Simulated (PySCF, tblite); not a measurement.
# C6H12BO radical: geometry, infrared bands and EPR parameters

What infrared bands and EPR parameters should C6H12BO radical (`CO[CH]B1CCCC1`) show?

The runs use tblite 0.8.0 and PySCF 2.14.0, with density-fitted response routines of our own; the level of theory stands in each step. All values are computed, except where a source is named. Atoms are numbered from 0 throughout.

### 1 Starting geometry

20 atoms, charge 0, multiplicity 2; geometry from: force field or distance geometry start.

Bonds of the start (Å): C0–O1 1.41, O1–C2 1.40, C2–B3 1.61, B3–C4 1.57, C4–C5 1.50, C5–C6 1.50, C6–C7 1.52, C7–B3 1.59, C0–H8 1.09, C0–H9 1.09, C0–H10 1.12, C2–H11 1.11, C4–H12 1.11, C4–H13 1.10, C5–H14 1.13, C5–H15 1.10, C6–H16 1.11, C6–H17 1.10, C7–H18 1.12, C7–H19 1.11.

### 2 Optimising the geometry with GFN2-xTB

Job settings and geometry (Å):

```
{"job": {"kind": "relax", "xc": "GFN2-xTB", "basis": "xTB"}, "charge": 0, "multiplicity": 2}
C      2.999000     0.490600     0.173800
O      1.787700     0.319300     0.871200
C      1.375500    -0.997200     0.629000
B     -0.213500    -0.982500     0.390500
C     -0.855900    -0.940300    -1.037500
C     -1.521100     0.407900    -1.047800
C     -1.991500     0.715200     0.340500
C     -1.218900    -0.161400     1.310300
H      3.267400    -0.386000    -0.424000
H      3.829700     0.713300     0.847100
H      2.773200     1.315800    -0.553500
H      1.831500    -1.272300    -0.350400
H     -0.044500    -0.940900    -1.794000
H     -1.524100    -1.780100    -1.263500
H     -0.723900     1.165300    -1.288600
H     -2.330200     0.414800    -1.787700
H     -1.776500     1.783400     0.540100
H     -3.069400     0.521100     0.477800
H     -1.912900    -0.821300     1.884700
H     -0.686600     0.446100     2.078900
```

Started as:

```sh
$ OMP_NUM_THREADS=1 python probes_run.py task.json out
```

One launch serves the whole session: the jobs run in the order shown.

**Question.** This job is followed by: GFN2-xTB harmonic vibrations, gas phase; UKS B3LYP, pcH-1 on B C H O, non-relativistic, mean-field spin-orbit, GIAO. Predict these results of the whole session: strongest single infrared mode (GFN2-xTB); zero-point energy (GFN2-xTB); g(iso) (B3LYP); ⟨S²⟩; largest a(iso) (averaged by class); potential on the surface of density 0.002 e/bohr³, 1st and 99th percentile.

**Answer**, as computed:

```
                                                                  quantity                  value
                                 strongest single infrared mode (GFN2-xTB)  2972 cm⁻¹, 140 km/mol
                                              zero-point energy (GFN2-xTB)         106.6 kcal/mol
                                                            g(iso) (B3LYP)                2.00335
                                                                      ⟨S²⟩     0.752 (exact 0.75)
                                        largest a(iso) (averaged by class)   1H on H11, -40.2 MHz
potential on the surface of density 0.002 e/bohr³, 1st and 99th percentile     -1.08 V and 1.08 V
```

Over 122 steps the energy fell by 1.868 eV; of the close pairs, C2–B3 changed most, 1.607 to 1.502 Å. All 54 modes are real, so the xTB geometry is a minimum. GFN2-xTB is a fitted tight-binding method: band positions and strengths are rough. Its intensities can rank the bands wrongly. C2 carries the largest spin population, 0.64 e. The isotropic g lies 1.0 ppt above the free-electron value. The conformer search found further structures of the same energy, which may be mirror or relabelled copies of this one.
